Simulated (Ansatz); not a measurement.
# CH4AsNO: the cost of one run

Program: Ansatz 0.2.0, Gaussian basis. Level of theory: the settings change from run to run. These are calculated values, not measurements.

### Step 1. The relaxed structure

The structure was relaxed beforehand with PBE0-D4 in a triple-zeta def2 set.

SMILES `O/C=N/[AsH2]`, 8 atoms, charge 0, spin multiplicity 1.

Atoms are counted from 1 here; the program's logs count them from 0.

Bond lengths: O1–C2 1.336 Å, O1–H5 0.969 Å, C2–N3 1.260 Å, C2–H6 1.095 Å, N3–As4 1.872 Å, As4–H7 1.525 Å, As4–H8 1.525 Å. Angles: C2–O1–H5 106.6°, O1–C2–N3 122.3°, O1–C2–H6 110.3°, N3–C2–H6 127.4°, C2–N3–As4 115.0°, N3–As4–H7 94.9°, N3–As4–H8 94.9°, H7–As4–H8 91.2°.

As a file:

```xyz
8
CH4AsNO
O    -1.2206    1.8440   -0.0171
C    -0.2242    0.9821    0.2072
N    -0.2539   -0.2050   -0.2130
As    1.2495   -1.2345    0.2177
H    -1.8906    1.3663   -0.5285
H     0.5718    1.4630    0.7852
H     1.4104   -1.8225   -1.1799
H     0.4498   -2.4505    0.6725
```

### Step 2. BHLYP/def2-SVPD

Set apart from the defaults: high accuracy.

The input, in.yaml:

```yaml
crystal:
  periodic: [false, false, false]
  atoms:
    - {symbol: O, position_ang: [-1.220602, 1.844020, -0.017100]}
    - {symbol: C, position_ang: [-0.224187, 0.982067, 0.207223]}
    - {symbol: N, position_ang: [-0.253850, -0.205040, -0.213007]}
    - {symbol: As, position_ang: [1.249488, -1.234465, 0.217736]}
    - {symbol: H, position_ang: [-1.890614, 1.366345, -0.528454]}
    - {symbol: H, position_ang: [0.571775, 1.463037, 0.785212]}
    - {symbol: H, position_ang: [1.410387, -1.822490, -1.179872]}
    - {symbol: H, position_ang: [0.449803, -2.450473, 0.672462]}
basis:
  gaussian: {orbitals: def2-SVPD}
hamiltonian: {xc: {name: BHLYP}}
accuracy: high
```

Command:

```console
$ ansatz run in.yaml --threads 2 --pin off --events-out ev --progress --plain --max-ram 4352MiB
```

**Question.** How long does this run take on 2 threads of Intel Xeon 6975P-C, shared host, and how much memory does it need?

About 6 s, with a peak of 0.62 GiB.
